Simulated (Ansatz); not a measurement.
# H18CO9: the cost of one run

Method: DFT PBE+D3(BJ), plane waves, PAW, scalar-relativistic, no spin polarisation, in Ansatz 0.2.0.

**1. Starting point**

The cell holds 28 atoms (CH18O9): a = 6.470 Å, b = 6.470 Å, c = 6.470 Å, α = 90.00°, β = 90.00°, γ = 90.00°.

Coordinates:

```xyz
28
Lattice="6.4705 0.0000 0.0000 0.0000 6.4705 0.0000 0.0000 0.0000 6.4705" Properties=species:S:1:pos:R:3 pbc="T T T"
O     5.2801    4.5533    2.2944
H     4.4865    4.4917    1.7427
H     5.0507    4.0533    3.0916
O     6.5444    1.4517    3.9001
H     6.5119    1.6576    2.9542
H     6.1455    0.5713    3.9620
O     4.0373    0.6991    0.6396
H     4.0840    1.6510    0.4668
H     3.1207    0.4675    0.4295
O     1.7632    2.0895    1.8661
H     2.6727    2.2369    1.5674
H     1.2373    2.1517    1.0551
O     2.7395    0.2414    4.7277
H     1.9880   -0.0797    5.2476
H     3.0918    0.9747    5.2534
O     3.3367    3.9979    4.9300
H     2.7626    4.6679    4.5304
H     4.2320    4.3324    4.7725
O    -0.0340    5.9055    5.8538
H     0.6341    6.3447    6.4005
H     0.4317    5.7091    5.0275
O     2.2791    4.3587    1.5685
H     2.1223    5.2516    1.9094
H     1.9571    4.3965    0.6558
O    -0.7065    3.7266    5.6607
C     0.2118    3.5178    4.8848
H     0.1393    3.7591    3.8102
H     1.1685    3.0753    5.2122
```

**2. Preparing the start**

input.yaml

```yaml
accuracy: low
crystal:
  lattice:
    - [6.470478, 0.0, 0.0]
    - [0.0, 6.470478, 0.0]
    - [0.0, 0.0, 6.470478]
  atoms:
    - { symbol: O, position: [0.8160333, 0.703709, 0.354599] }
    - { symbol: H, position: [0.6933744, 0.6941861, 0.2693278] }
    - { symbol: H, position: [0.7805812, 0.6264263, 0.4777964] }
    - { symbol: O, position: [1.01142, 0.2243606, 0.6027459] }
    - { symbol: H, position: [1.0064038, 0.2561846, 0.4565641] }
    - { symbol: H, position: [0.9497817, 0.0882867, 0.6123195] }
    - { symbol: O, position: [0.6239604, 0.1080473, 0.098853] }
    - { symbol: H, position: [0.6311678, 0.2551595, 0.072149] }
    - { symbol: H, position: [0.4822913, 0.0722444, 0.0663709] }
    - { symbol: O, position: [0.2725018, 0.3229273, 0.2883948] }
    - { symbol: H, position: [0.4130621, 0.3457107, 0.2422344] }
    - { symbol: H, position: [0.1912199, 0.3325366, 0.1630633] }
    - { symbol: O, position: [0.423386, 0.0373037, 0.730664] }
    - { symbol: H, position: [0.3072446, -0.0123237, 0.8110093] }
    - { symbol: H, position: [0.4778303, 0.1506341, 0.8118987] }
    - { symbol: O, position: [0.5156871, 0.6178716, 0.7619219] }
    - { symbol: H, position: [0.4269579, 0.7214112, 0.7001663] }
    - { symbol: H, position: [0.6540432, 0.6695633, 0.7375778] }
    - { symbol: O, position: [-0.005251, 0.9126787, 0.9046865] }
    - { symbol: H, position: [0.0979922, 0.9805683, 0.9891785] }
    - { symbol: H, position: [0.0667108, 0.8823256, 0.7769867] }
    - { symbol: O, position: [0.3522346, 0.6736315, 0.2424049] }
    - { symbol: H, position: [0.3280007, 0.8116304, 0.2950934] }
    - { symbol: H, position: [0.3024646, 0.6794652, 0.1013518] }
    - { symbol: O, position: [-0.1091806, 0.5759333, 0.8748463] }
    - { symbol: C, position: [0.0327266, 0.5436624, 0.754937] }
    - { symbol: H, position: [0.0215339, 0.5809593, 0.588856] }
    - { symbol: H, position: [0.1805909, 0.475285, 0.8055325] }
basis:
  ecutwfc: 420.0
kpoints:
  mp_grid: { grid: [1, 1, 1] }
hamiltonian:
  xc: pbe
  dispersion: d3bj
scf:
  occupations: { method: fermi_dirac, width: 0.05 }
  lower_state_search: "off"
relax:
  f_tol: 0.3
  max_steps: 15
  adjacent_minimum: "off"
```

On the command line:

```sh
ansatz run input.yaml --threads 1 --pin off --max-ram 3072MiB --backend cpu --events-out ev --progress --plain --runs-dir out
```

What time and memory should one allow on 1 thread of Arm Neoverse V1, shared host?

About 32 s, with a peak of 0.34 GiB.
